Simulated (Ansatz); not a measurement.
# TaWC₂, space group R-3m: a check of PAW against all-electron LAPW

Computed with Ansatz 0.2.0 through its Python package.

The cells in order, each with its output:

**Cell 1**
```python
import ansatz
import numpy as np
import pandas as pd
from pymatgen.core import Lattice, Structure
from pymatgen.io.ase import AseAtomsAdaptor
```

**Cell 2**
```python
MESH = (9, 9, 9)
FILLING = "fermi_dirac"
SMEARING_WIDTH = 0.1
```

**Cell 3**
```python
def count_gap(report):
    # lowest empty less highest filled band, counting bands; zero where they overlap
    return max(report.get("gap_by_band_count_ev") or 0.0, 0.0)

pmg_structure = Structure(
    Lattice([[1.571855, 0.907511, 5.10162], [-1.571855, 0.907511, 5.10162], [0.0, -1.815022, 5.10162]]),
    ["Ta", "W", "C", "C"],
    [
        [0.5, 0.5, 0.5],
        [0.0, 0.0, 0.0],
        [0.749067, 0.749067, 0.749067],
        [0.250933, 0.250933, 0.250933],
    ],
)
xtal = ansatz.Crystal.from_ase(AseAtomsAdaptor.get_atoms(pmg_structure))
```

**Cell 4**
```python
job = xtal.calculation()
job = job.kpoints(*MESH).occupations(FILLING, width=SMEARING_WIDTH)
job = job.functional(ansatz.Functional.PBESOL)
job = job.stress().forces()
job = job.band_table()
variants = {
    "PAW": job.pseudopotentials("paw"),
    "LAPW": job.pseudopotentials("all_electron", lapw=True),
}
rows = []
for label, variant in variants.items():
    report = variant.run().report
    levels = np.array(report["eigenvalues_ev"][0]) - report["fermi_energy_ev"]
    print(label, "levels at the first k-point near E_F:", np.round(levels[np.abs(levels) < 5], 3))
    rows.append((label, report["n_electrons"], np.trace(report["stress_gpa"]) / 3, float(np.abs(report["forces_ev_ang"]).max()), count_gap(report)))
print(pd.DataFrame(rows, columns=["treatment", "electrons in bands", "P GPa", "max force component eV/A", "gap by band count eV"]).round(4).to_string(index=False))
```
Output:
```text
DeckWarning: basis.ecutwfc = 420 eV, auto-derived from the records' recommended cutoffs: set by Ta (normal level)
PAW levels at the first k-point near E_F: [-2.204 -2.204 -2.07  -0.799 -0.799 -0.742 -0.252 -0.252  1.906]
LAPW levels at the first k-point near E_F: [-2.205 -2.205 -2.072 -0.798 -0.798 -0.741 -0.255 -0.255  1.907  1.907
  2.957  4.976]
treatment  electrons in bands    P GPa  max force component eV/A  gap by band count eV
      PAW                35.0 -10.7274                    0.1339                   0.0
     LAPW                99.0 -10.7649                    0.1287                   0.0
```

PAW gives -10.727 GPa and LAPW -10.765 GPa, 0.037 GPa apart. They took 3.9 and 141.6 s of processor time.

Absolute energies stand on the zero of these potentials, so only differences at equal settings mean something. A total without «per atom» is that of the whole cell that was run. Spin is left out of this run. The computed bands are complete only to about 0.8 eV above the Fermi level. The mesh is modest for a metal, so energies can be off by several to tens of meV an atom and pressures by half a GPa or more; differences at equal mesh fare better. A gap by band count of zero or less means overlapping bands, a metal, and at an odd count of electrons it is no gap at all. At these settings the cell as given stands under about -11 GPa, so it isn't at this functional's equilibrium volume. This cell is a computed structure, which may not be the phase found in nature. Gaps and levels are Kohn-Sham values on a finite set of k-points, without spin-orbit coupling. Warnings are shown shortened and without file and line. Pressure is positive in compression; the treatments may keep other shells as core, so totals and counts of electrons can differ. Wall time of the script: 2.5 min on 1 thread of Arm Neoverse V2 (shared host), peak memory 1.3 GiB.
